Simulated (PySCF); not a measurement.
ClGeBrH2, in a box:

```
Cl Ge Br H
1.0
    13.00000    0.00000    0.00000
     0.00000   12.00000    0.00000
     0.00000    0.00000   12.00000
Cl Ge Br H
1 1 1 2
Direct
  0.37192 0.52059 0.59219
  0.50498 0.48857 0.49202
  0.63008 0.41170 0.60268
  0.47528 0.40332 0.40298
  0.54447 0.60018 0.44793
```

Base run:

- Program: PySCF 2.14.0
- Functional: PBE
- Potentials or basis: 6-31g* (all-electron)
- k mesh: 1 × 1 × 1
- Occupations: fixed
- Spin: no spin polarisation

Its results: gap between the frontier levels 5.33 eV.

Problem. After a change of settings the same cell gave: gap between the frontier levels 9.85 eV. Which change was it?
A. functional from PBE to PBE50
B. functional from PBE to wB97X
C. functional from PBE to PBE0; dispersion from none to D3
D. functional from PBE to revPBE; dispersion from none to D3(OP)

Solution. A.

PBE50 gives the wider gap, since exact exchange removes part of the self-interaction.

Caveats: this is a molecule in a periodic box at the Γ point, so its band gap is the HOMO-LUMO gap; relativity is left out, which matters for the heavier elements; the basis of atomic orbitals isn't converged, which shifts pressures, moduli and gaps.
